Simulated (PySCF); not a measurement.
# ZnSi (triplet): spin, charge, geometry and surroundings

How does ZnSi (triplet) answer to another spin, charge, distance or environment?

Computed with PySCF 2.14.0. Level: each script names its method and basis.

## (1) Starting geometry

ZnSi (triplet): 2 atoms, charge 0, spin multiplicity 3.

Bond lengths: Zn1–Si2 2.305 Å.

## (2) Base script

The input, input.py:

```python
from pyscf import gto, dft
from pyscf.prop.polarizability import uhf as pol

mol = gto.M(
    atom='Zn 0 0 0; Si 0 0 2.305',
    basis='x2c-svpall',
    charge=0,
    spin=2,
    verbose=4,
)
mf = dft.UKS(mol, xc='pw91')
mf = mf.sfx2c1e()
mf.kernel()
print('polarizability (a.u.)')
print(pol.Polarizability(mf).polarizability().round(4))
mf.dip_moment()
print('orbital energies (hartree):', [e[max(0, n-3):n+3].round(4) for e, n in zip(mf.mo_energy, mol.nelec)])
```

Command:

```sh
$ python input.py
```

Its log is not repeated here.

In short: E(SCF) = -2085.661895 Eh, 12 cycles, ⟨S²⟩ = 2.011, μ = 2.23 D, α(xx, yy, zz) = 41.6, 41.6, 97.7 bohr³.

The bond length is a typed value, not an optimised one. The triplet is typed in the script; nothing here shows that it is the ground state.

## (3) PCM, ε = 32.6

Run 1 changes solvent: none (gas phase) → PCM, ε = 32.6; step after the SCF: polarizability → analyze.

The input, input.py:

```python
from pyscf import gto, dft, solvent

mol = gto.M(
    atom='Zn 0 0 0; Si 0 0 2.305',
    basis='x2c-svpall',
    charge=0,
    spin=2,
    verbose=4,
)
mf = dft.UKS(mol, xc='pw91')
mf = mf.sfx2c1e()
mf = solvent.PCM(mf)
mf.with_solvent.eps = 32.6
mf.kernel()
mf.analyze()
print('orbital energies (hartree):', [e[max(0, n-3):n+3].round(4) for e, n in zip(mf.mo_energy, mol.nelec)])
```

Command:

```sh
$ python input.py
```

## (4) Bond 2.028 Å

Run 2 changes bond length: 2.305 Å → 2.028 Å.

input.py: that of step 2 with these lines changed.

```diff
@@ -4,3 +4,3 @@
 mol = gto.M(
-    atom='Zn 0 0 0; Si 0 0 2.305',
+    atom='Zn 0 0 0; Si 0 0 2.028',
     basis='x2c-svpall',
```

## (5) Bond 4.61 Å

Run 3 changes bond length: 2.305 Å → 4.61 Å.

input.py: that of step 2 with these lines changed.

```diff
@@ -4,3 +4,3 @@
 mol = gto.M(
-    atom='Zn 0 0 0; Si 0 0 2.305',
+    atom='Zn 0 0 0; Si 0 0 4.61',
     basis='x2c-svpall',
```

## (6) Bond 2.374 Å

Run 4 changes bond length: 2.305 Å → 2.374 Å.

input.py: that of step 2 with these lines changed.

```diff
@@ -4,3 +4,3 @@
 mol = gto.M(
-    atom='Zn 0 0 0; Si 0 0 2.305',
+    atom='Zn 0 0 0; Si 0 0 2.374',
     basis='x2c-svpall',
```

## (7) Electric field 0.01 a.u.

Run 5 changes electric field: none → 0.01 a.u.

input.py: that of step 2 with these lines changed.

```diff
@@ -12,2 +12,7 @@
 mf = mf.sfx2c1e()
+field = 0.01  # electric field along z, atomic units
+h = mf.get_hcore() + field*mol.intor('int1e_r')[2]
+mf.get_hcore = lambda *args: h
+e_nuc = mol.energy_nuc() - field*mol.atom_charges() @ mol.atom_coords()[:, 2]
+mf.energy_nuc = lambda *args: e_nuc
 mf.kernel()
```

What does the calculation give? Wanted: for each run, E(SCF); from base; gap, α spin; SCF dipole.

**Answer**, as computed:

```
                     run  E(SCF) (hartree)  from base (eV)  cycles  gap, α spin (eV)  SCF dipole (D)
                    base      -2085.661895               0      12              0.88            2.23
           PCM, ε = 32.6      -2085.678534         -0.4528      10              1.54            6.22
            bond 2.028 Å      -2085.641561         +0.5533      12              1.34            2.07
             bond 4.61 Å      -2085.628919         +0.8973       9              0.21            0.14
            bond 2.374 Å      -2085.662551         -0.0178      11              0.79            2.26
electric field 0.01 a.u.      -2085.658031         +0.1051      12              0.63            0.28
```

**Reading.** The largest comparable shift of the SCF energy, +0.897 eV, comes with the run “bond 4.61 Å”. A continuum solvent with ε = 32.6 lowers the energy by 0.453 eV.
